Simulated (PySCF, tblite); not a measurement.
**C7H9BO2: geometry, infrared bands and NMR shifts**

Wanted: the infrared bands and NMR shifts of C7H9BO2 (`C=C[C@H]1COB(C#CC)O1`), by calculation.

Computed with tblite 0.8.0 and PySCF 2.14.0, with density-fitted response routines of our own, on a single molecule in the gas phase. Atoms are numbered from 0 throughout.

## 1. The starting structure

19 atoms, charge 0, multiplicity 1; geometry from: force field or distance geometry start.

Bonds of the start (Å): C0–C1 1.33, C1–C2 1.52, C2–C3 1.55, C3–O4 1.39, O4–B5 1.44, B5–C6 1.54, C6–C7 1.21, C7–C8 1.46, B5–O9 1.45, O9–C2 1.39, C0–H10 1.08, C0–H11 1.10, C1–H12 1.08, C2–H13 1.11, C3–H14 1.11, C3–H15 1.13, C8–H16 1.11, C8–H17 1.10, C8–H18 1.10.

## 2. Geometry optimisation with GFN2-xTB

What the job is given:

```
{"job": {"kind": "relax", "xc": "GFN2-xTB", "basis": "xTB"}, "charge": 0, "multiplicity": 1}
C     -3.742400     0.212500    -0.025300
C     -2.646200     0.953500    -0.159900
C     -1.262500     0.324200    -0.042200
C     -0.961700    -0.590800    -1.254300
O      0.225600    -0.159200    -1.836700
B      0.748100     0.713800    -0.812700
C      2.027400     0.272400    -0.078600
C      3.030600    -0.076900     0.507400
C      4.240000    -0.511200     1.206100
O     -0.303700     1.335600    -0.022700
H     -3.698100    -0.857600     0.143200
H     -4.729100     0.684900    -0.089800
H     -2.738000     2.021700    -0.295600
H     -1.207600    -0.248200     0.905500
H     -1.773800    -0.570100    -2.006100
H     -0.841000    -1.648700    -0.889800
H      3.955500    -1.021200     2.149200
H      4.856100     0.373900     1.441700
H      4.810900    -1.199300     0.565800
```

Command:

```bash
$ OMP_NUM_THREADS=1 python probes_run.py task.json out
```

One launch serves the whole session: the jobs run in the order shown.

**Question.** This job is followed by: GFN2-xTB harmonic vibrations, gas phase; GIAO PBE0/pcSseg-1 NMR shielding, non-relativistic, gas phase. Predict these results of the whole session: strongest single infrared mode (GFN2-xTB); zero-point energy (GFN2-xTB); 13C shifts against TMS (PBE0/pcSseg-1); 1H shifts against TMS (PBE0/pcSseg-1, means over atoms taken as alike); 17O shifts against H2O (PBE0/pcSseg-1); 11B shifts against BF3·OEt2 (PBE0/pcSseg-1).

**Answer**, as computed:

```
                                                              quantity                                           value
                             strongest single infrared mode (GFN2-xTB)                           1327 cm⁻¹, 271 km/mol
                                          zero-point energy (GFN2-xTB)                                   91.2 kcal/mol
                                13C shifts against TMS (PBE0/pcSseg-1)  151.8, 120.7, 108.3, 83.7, 82.2, 76.6, 5.7 ppm
1H shifts against TMS (PBE0/pcSseg-1, means over atoms taken as alike)    6.25, 5.34, 5.32, 4.92, 4.61, 4.02, 2.07 ppm
                                17O shifts against H2O (PBE0/pcSseg-1)                                157.6, 139.4 ppm
                           11B shifts against BF3·OEt2 (PBE0/pcSseg-1)                                        22.4 ppm
```

What this shows: Relaxing lowered the energy by 1.329 eV in 127 steps; the close pair that moved most is B5–O9, from 1.455 to 1.368 Å. The lowest mode is slightly imaginary (18i cm⁻¹), a soft motion within the noise of the Hessian, so the minimum is not strictly shown. The strongest single mode, at 1327 cm⁻¹, moves mainly B5. Unscaled tight-binding wavenumbers are off by several per cent, some by more. Its intensities can rank the bands wrongly. The most deshielded carbon is C1 (alkene CH), at 151.8 ppm: as expected for a trigonal carbon in a double bond. The most deshielded hydrogen is H12 (hydrogen on an alkene CH), at 6.25 ppm: a vinylic proton, deshielded by the sp2 carbon and the C=C anisotropy. At PBE0/pcSseg-1: The largest span, 279 ppm, is at C7, where the paramagnetic term is -199 ppm.
